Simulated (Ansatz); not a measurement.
# TiPd: response to strain

TiPd is deformed so: equal xy, yz and zx engineering shear strains of +2 %. What stress and forces result, by LAPW, PAW and all-electron datasets made for the crystal?

Program: Ansatz 0.2.0. Level of theory: DFT PBEsol, scalar-relativistic. These are calculated values, not measurements.

## (1) The structure to begin with

It takes space group Pm-3m (No. 221, cubic). Conventional cell: a = 3.180 Å, b = 3.180 Å, c = 3.180 Å, α = 90.00°, β = 90.00°, γ = 90.00°. Ti (site symmetry m-3m) has 8 Pd at 2.75 Å as nearest neighbours. Pd (site symmetry m-3m) has 8 Ti at 2.75 Å as nearest neighbours.

Structure file:

```
Ti Pd
1.0
     3.18000    0.00000    0.00000
     0.00000    3.18000    0.00000
     0.00000    0.00000    3.18000
Ti Pd
1 1
Direct
  0.50000 0.50000 0.50000
  0.00000 0.00000 0.00000
```

Atoms are numbered in the order of the input: Ti1, Pd2.

## (2) The deformed structure

Space group Pm-3m before, R-3m after.

## (3) All-electron LAPW

Contents of input.yaml:

```yaml
crystal:
  lattice:
    - [3.18, 0.0318, 0.0318]
    - [0.0318, 3.18, 0.0318]
    - [0.0318, 0.0318, 3.18]
  atoms:
    - { symbol: Ti, position: [0.5, 0.5, 0.5] }
    - { symbol: Pd, position: [0.0, 0.0, 0.0] }
kpoints:
  mp_grid: { grid: [13, 13, 13] }
  band_path:
    path:
      - [0.0, 0.0, 0.0]
      - [0.5, 0.5, 0.5]
      - [0.5193194925, 0.4806805075, 0.5]
      - [0.5, -0.4806805075, 0.4806805075]
      - [0.5, 0.0, 0.0]
      - [0.0, 0.0, 0.0]
      - [0.4903402537, -0.4903402537, 0.0]
      - [0.5096597463, 0.0, 0.4903402537]
      - [0.5, 0.0, 0.5]
    npoints: 5
scf:
  occupations: { method: fermi_dirac, width: 0.08 }
hamiltonian:
  xc: pbesol
  pseudopotentials: { kind: all_electron, lapw: { basis_error: 0.0005 } }
output:
  forces: true
  stress: true
  eigenvalues: true
```

Command:

```sh
$ ansatz run input.yaml --threads 1 --pin off --max-ram 3072MiB --backend cpu --events-out ev --progress --plain --runs-dir out
```

## (4) Frozen-core PAW

Contents of input.yaml:

```yaml
crystal:
  lattice:
    - [3.18, 0.0318, 0.0318]
    - [0.0318, 3.18, 0.0318]
    - [0.0318, 0.0318, 3.18]
  atoms:
    - { symbol: Ti, position: [0.5, 0.5, 0.5] }
    - { symbol: Pd, position: [0.0, 0.0, 0.0] }
kpoints:
  mp_grid: { grid: [13, 13, 13] }
scf:
  occupations: { method: fermi_dirac, width: 0.08 }
hamiltonian:
  xc: pbesol
  pseudopotentials: { kind: paw }
output:
  forces: true
  stress: true
  eigenvalues: true
  efg: { contact_densities: true }
```

## (5) Datasets made for this crystal

input.yaml: that of step 4 with these lines changed.

```diff
@@ -14,3 +14,3 @@
   xc: pbesol
-  pseudopotentials: { kind: paw }
+  pseudopotentials: { kind: all_electron, datasets: crystal }
 output:
```

(Steps that only read results are left out.)

Before running it: what results should come out? Wanted: pressure; largest shear or deviatoric stress.

**Answer**, as computed:

```
                                 quantity                                              value
                                 pressure  LAPW -6.72, PAW -6.70, crystal datasets -6.72 GPa
largest shear or deviatoric stress (LAPW)                                           0.81 GPa
```

**Reading.** The largest part of the stress beyond the pressure is 0.81 GPa in size; the atoms are carried along and not relaxed. No run of the undeformed cell stands beside it, so the pressure holds what the given cell had before the change. PAW: stress within 0.03 GPa of LAPW. Crystal datasets: stress within 0.01 GPa of LAPW.
